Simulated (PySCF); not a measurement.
# C₃H₃BrGeO: geometry, electronic excitations

What electronic excitations should C₃H₃BrGeO (`O=CC#[C][GeH2][Br]`) show?

Computed with PySCF 2.14.0, with density-fitted response routines of our own, on a single molecule in the gas phase. Atoms are numbered from 0 throughout.

### 1 The molecule as given

9 atoms, charge 0, multiplicity 1; geometry from: GFN2-xTB. The atoms were then displaced at random by about 0.01 Å, so the start is not that level's minimum.

Bonds of the start (Å): O0–C1 1.20, C1–C2 1.42, C2–C3 1.26, C3–Ge4 1.87, Ge4–Br5 2.27, C1–H6 1.10, Ge4–H7 1.50, Ge4–H8 1.53.

### 2 Geometry optimisation at PBE0-D3(BJ)/def2-SVP

The job: settings as JSON, then the geometry in Å.

```
{"job": {"xc": "PBE0", "basis": "def2-SVP", "d3": "d3bj", "grid": 1, "shake": 0.01, "kind": "geom"}, "charge": 0, "multiplicity": 1}
O     -3.272180    -0.883170     0.249620
C     -2.532990    -0.047750    -0.193740
C     -1.122660    -0.083030    -0.052590
C      0.132930    -0.129210     0.085980
Ge     1.996450    -0.128150     0.231260
Br     2.729910     1.738160    -0.838830
H     -2.854740     0.840030    -0.767300
H      2.590420    -1.319110    -0.454730
H      2.390670    -0.004930     1.706590
```

The run is started by

```console
$ OMP_NUM_THREADS=1 python probes_run.py task.json out
```

The driver reads the jobs from task.json and runs them one after another.

The program printed:

```text
step   0  E = -4840.96837188  max force = 0.099801
step   1  E = -4840.97333906  max force = 0.011032
step   2  E = -4840.97366641  max force = 0.004931
step   3  E = -4840.97389680  max force = 0.011456
step   4  E = -4840.97382120  max force = 0.005558
step   5  E = -4840.97413126  max force = 0.001677
step   6  E = -4840.97423829  max force = 0.001362
step   7  E = -4840.97425018  max force = 0.003549
step   8  E = -4840.97426336  max force = 0.003005
step   9  E = -4840.97428063  max force = 0.001102
step  10  E = -4840.97426766  max force = 0.000852
step  11  E = -4840.97428314  max force = 0.000583
step  12  E = -4840.97429364  max force = 0.000224
optimisation converged
```

Run time: 2.1 min. Hardware: 1 thread of Arm Neoverse V2, shared host; peak memory 0.59 GiB.

Step by step: (the energy doesn't fall at every step)

```csv
step,energy from step 0 (eV),largest force component (eV/Å)
0,0.0000,5.1320
1,-0.1352,0.5673
2,-0.1441,0.2536
3,-0.1503,0.5891
4,-0.1483,0.2858
5,-0.1567,0.0862
6,-0.1596,0.0700
7,-0.1600,0.1825
8,-0.1603,0.1545
9,-0.1608,0.0567
10,-0.1604,0.0438
11,-0.1609,0.0300
12,-0.1611,0.0115
```

Distances of close pairs at the start and the end, largest changes first:

| bond | before (Å) | after (Å) | change (Å) |
| --- | --- | --- | --- |
| C2–C3 | 1.264 | 1.220 | -0.044 |
| Ge4–H7 | 1.497 | 1.530 | +0.033 |
| C1–C2 | 1.418 | 1.450 | +0.033 |
| Ge4–Br5 | 2.273 | 2.302 | +0.029 |
| C3–Ge4 | 1.869 | 1.898 | +0.029 |
| C1–H6 | 1.105 | 1.117 | +0.012 |
| O0–C1 | 1.200 | 1.204 | +0.003 |
| Ge4–H8 | 1.532 | 1.530 | -0.002 |

The end geometry stands in the next job.

```csv
at the end point,value
point group (found at 0.08 Å tolerance),Cs
"rotational constants (GHz, main isotopes)","3.521, 0.534, 0.466"
dipole moment (D),1.61
```

### 3 Excited states and response: PBE0/aug-cc-pVDZ

The job: settings as JSON, then the geometry in Å.

```
{"job": {"kind": "uv", "xc": "PBE0", "basis": "aug-cc-pVDZ"}, "charge": 0, "multiplicity": 1}
O     -3.369618    -0.561341    -0.024329
C     -2.510262     0.203146    -0.378855
C     -1.097008     0.008885    -0.116751
C      0.099119    -0.121120     0.084763
Ge     1.963739    -0.313277     0.382085
Br     3.004219     1.476449    -0.624218
H     -2.744199     1.135570    -0.947504
H      2.460129    -1.593915    -0.291913
H      2.252305    -0.251066     1.883218
```

With the program's defaults for keys left out, this is: TDDFT PBE0/aug-cc-pVDZ, vertical, gas phase, core orbitals frozen in the response.

The program printed:

```text
coarse grid: 42888 points
cycle   1  E = -4841.5130755416  dE = -7.538e-01  |g| = 7.850e-01  |ddm| = 8.903e+00
cycle   2  E = -4841.0567739574  dE =  4.563e-01  |g| = 1.672e+00  |ddm| = 4.399e+00
cycle   3  E = -4841.6413555656  dE = -5.846e-01  |g| = 1.791e-01  |ddm| = 2.867e+00
cycle   4  E = -4841.6487040636  dE = -7.348e-03  |g| = 7.501e-02  |ddm| = 6.891e-01
cycle   5  E = -4841.6498809400  dE = -1.177e-03  |g| = 3.508e-02  |ddm| = 2.338e-01
cycle   6  E = -4841.6501737421  dE = -2.928e-04  |g| = 1.015e-02  |ddm| = 8.095e-02
cycle   7  E = -4841.6501997730  dE = -2.603e-05  |g| = 1.951e-03  |ddm| = 2.171e-02
cycle   8  E = -4841.6502006777  dE = -9.047e-07  |g| = 4.204e-04  |ddm| = 4.828e-03
final grid: 87064 points
cycle   9  E = -4841.6501474036  dE =  6.160e-08  |g| = 7.480e-04  |ddm| = 7.247e-03
cycle  10  E = -4841.6501470066  dE =  3.970e-07  |g| = 1.608e-03  |ddm| = 3.486e-03
cycle  11  E = -4841.6501475167  dE = -5.101e-07  |g| = 6.713e-05  |ddm| = 2.281e-03
cycle  12  E = -4841.6501475178  dE = -1.134e-09  |g| = 9.710e-06  |ddm| = 1.903e-04
cycle  13  E = -4841.6501475178  dE = -1.910e-11  |g| = 7.481e-06  |ddm| = 3.814e-05
converged SCF energy = -4841.6501475178

Static polarisability (au): isotropic 93.260, principal 63.629 83.126 133.025

Singlet excitations
state   eV       nm        f      main configurations
  1   3.6844    336.5   0.00038   H->L 0.96
  2   4.5849    270.4   0.00010   H-4->L 0.49, H-2->L 0.48
  3   5.2822    234.7   0.04461   H-1->L 0.88
  4   5.4530    227.4   0.00778   H-2->L 0.44, H-4->L 0.41, H-3->L 0.10
  5   5.4638    226.9   0.04824   H-3->L 0.59, H-1->L 0.08
  6   5.7331    216.3   0.00649   H-1->L+1 0.92
  7   5.7947    214.0   0.02058   H->L+1 0.62, H-2->L+1 0.29
  8   5.9453    208.5   0.04684   H-2->L+1 0.44, H->L+1 0.29, H-4->L+1 0.14
  9   5.9621    208.0   0.00651   H-3->L+1 0.81
 10   6.7159    184.6   0.38184   H-4->L+1 0.62, H-3->L 0.10, H-2->L+1 0.09

Triplet excitations (Tamm-Dancoff, eV): 3.0677 3.7999 4.2477 4.9234
```

Wall time 38 s (1 thread of Arm Neoverse V2, shared host); peak memory 0.8 GiB.

Frontier orbitals and where they lie:

```csv
orbital,eV,atoms
HOMO−3,-8.99,"C2 34 %, C3 34 %, O0 12 %"
HOMO−2,-8.64,"Br5 68 %, C3 13 %, C2 12 %"
HOMO−1,-8.60,"Br5 76 %, Ge4 10 %, H8 4 %"
HOMO,-8.33,"O0 64 %, C1 20 %, H6 7 %"
LUMO,-2.52,"C1 28 %, O0 24 %, C3 20 %"
LUMO+1,-1.51,"Ge4 32 %, Br5 25 %, C3 17 %"
LUMO+2,-0.53,"H7 27 %, H8 27 %, Ge4 16 %"
```

With each of the 10 states as a Gaussian band of 0.4 eV half-width at 1/e, the curve within the window shown has maxima at 224 nm (ε 4,900), 185 nm (ε 16,000) L/(mol cm). Beyond the last state computed it falls off for lack of states. The curve at chosen wavelengths:

(nm, ε (L/mol/cm)): (177, 8811), (186, 15393), (195, 8096), (204, 4053), (213, 4426), (222, 4897), (231, 4543), (240, 3176), (249, 1616), (258, 617), (267, 187), (276, 49), (285, 13), (294, 6), (303, 7), (312, 9), (321, 13), (330, 15), (339, 15), (348, 14), (357, 12), (366, 9), (375, 6), (384, 4), (393, 3), (402, 2)

Further results of this job:

```
           property  computed
  dipole moment (D)      1.75
polarisability (Å³)     13.82
 HOMO–LUMO gap (eV)      5.81
      −ε(HOMO) (eV)      8.33
```

### 4 Excited states and response: PBE0/def2-TZVPD

The job, as its differences from that of step 3:

```diff
@@ -1,2 +1,2 @@
-{"job": {"kind": "uv", "xc": "PBE0", "basis": "aug-cc-pVDZ"}, "charge": 0, "multiplicity": 1}
+{"job": {"kind": "uv", "xc": "PBE0", "basis": "def2-TZVPD"}, "charge": 0, "multiplicity": 1}
 O     -3.369618    -0.561341    -0.024329
```

Level: TDDFT PBE0/def2-TZVPD, vertical, gas phase, core orbitals frozen in the response.

The program printed:

```text
coarse grid: 42888 points
cycle   1  E = -4841.5880500774  dE = -7.965e-01  |g| = 1.067e+00  |ddm| = 3.283e+01
cycle   2  E = -4841.0798839389  dE =  5.082e-01  |g| = 1.937e+00  |ddm| = 2.595e+00
cycle   3  E = -4841.7323995403  dE = -6.525e-01  |g| = 3.829e-01  |ddm| = 1.665e+00
cycle   4  E = -4841.7575821200  dE = -2.518e-02  |g| = 8.357e-02  |ddm| = 3.352e-01
cycle   5  E = -4841.7583424714  dE = -7.604e-04  |g| = 3.922e-02  |ddm| = 1.002e-01
cycle   6  E = -4841.7585630421  dE = -2.206e-04  |g| = 2.306e-02  |ddm| = 3.834e-02
cycle   7  E = -4841.7586920537  dE = -1.290e-04  |g| = 3.329e-03  |ddm| = 2.050e-02
cycle   8  E = -4841.7586941180  dE = -2.064e-06  |g| = 8.649e-04  |ddm| = 5.053e-03
final grid: 87064 points
cycle   9  E = -4841.7586471410  dE =  2.714e-07  |g| = 1.513e-03  |ddm| = 5.381e-03
cycle  10  E = -4841.7586456444  dE =  1.497e-06  |g| = 3.101e-03  |ddm| = 3.103e-03
cycle  11  E = -4841.7586476190  dE = -1.975e-06  |g| = 3.544e-04  |ddm| = 2.009e-03
cycle  12  E = -4841.7586476461  dE = -2.714e-08  |g| = 5.808e-05  |ddm| = 3.311e-04
cycle  13  E = -4841.7586476469  dE = -7.149e-10  |g| = 2.209e-05  |ddm| = 5.872e-05
converged SCF energy = -4841.7586476469

Static polarisability (au): isotropic 94.279, principal 65.034 84.040 133.762

Singlet excitations
state   eV       nm        f      main configurations
  1   3.6922    335.8   0.00037   H->L 0.96
  2   4.5774    270.9   0.00011   H-4->L 0.50, H-2->L 0.47
  3   5.2830    234.7   0.04829   H-1->L 0.87
  4   5.4517    227.4   0.01670   H-2->L 0.37, H-4->L 0.32, H-3->L 0.21
  5   5.4592    227.1   0.03898   H-3->L 0.47, H-4->L 0.16, H-2->L 0.14
  6   5.7739    214.7   0.00543   H-1->L+1 0.89
  7   5.8419    212.2   0.02006   H->L+1 0.63, H-2->L+1 0.29
  8   5.9839    207.2   0.00929   H-3->L+1 0.75
  9   5.9940    206.8   0.04035   H-2->L+1 0.41, H->L+1 0.27, H-4->L+1 0.15
 10   6.7743    183.0   0.43745   H-4->L+1 0.63, H-3->L 0.11, H-2->L+1 0.10

Triplet excitations (Tamm-Dancoff, eV): 3.0797 3.7875 4.2355 4.9245
```

Wall time 74 s (1 thread of Arm Neoverse V2, shared host); peak memory 1.1 GiB.

This run: HOMO -8.35 eV, LUMO -2.53 eV; lowest singlet 3.69 eV.

### 5 Comparing the runs: electronic excitations

Excitations and ground-state properties, with basis size and wall time:

```csv
run,lowest singlet (eV),brightest (eV),f,gap (eV),α (Å³),μ (D),functions,time
PBE0/aug-cc-pVDZ,3.68,6.72,0.382,5.81,13.82,1.75,191,38 s
PBE0/def2-TZVPD,3.69,6.77,0.437,5.83,13.97,1.76,289,74 s
```

### 6 What came out

```
                                quantity                         value
                             point group                            Cs
    rotational constants (main isotopes)          3.52, 0.53, 0.47 GHz
       lowest singlet (PBE0/aug-cc-pVDZ)   3.68 eV (337 nm), f = 0.000
brightest single state of those computed  state 10, 6.72 eV, f = 0.382
                          lowest triplet                       3.07 eV
             range of the lowest singlet               3.68 to 3.69 eV
```

**Reading.** The optimisation took 12 steps and gained 0.161 eV; among the close pairs (by a distance rule), C2–C3 changed most, from 1.264 to 1.220 Å. No frequency check was run at this level, so the end point may be a saddle. The first singlet state (HOMO→LUMO 0.96) lies at 3.68 eV and is dark; of the 10 states computed, the strongest absorption comes from state 10 at 6.72 eV (the last computed, so partners may be missing). The lowest triplet lies 0.62 eV below the lowest singlet (triplets in Tamm-Dancoff, singlets in full TDDFT).
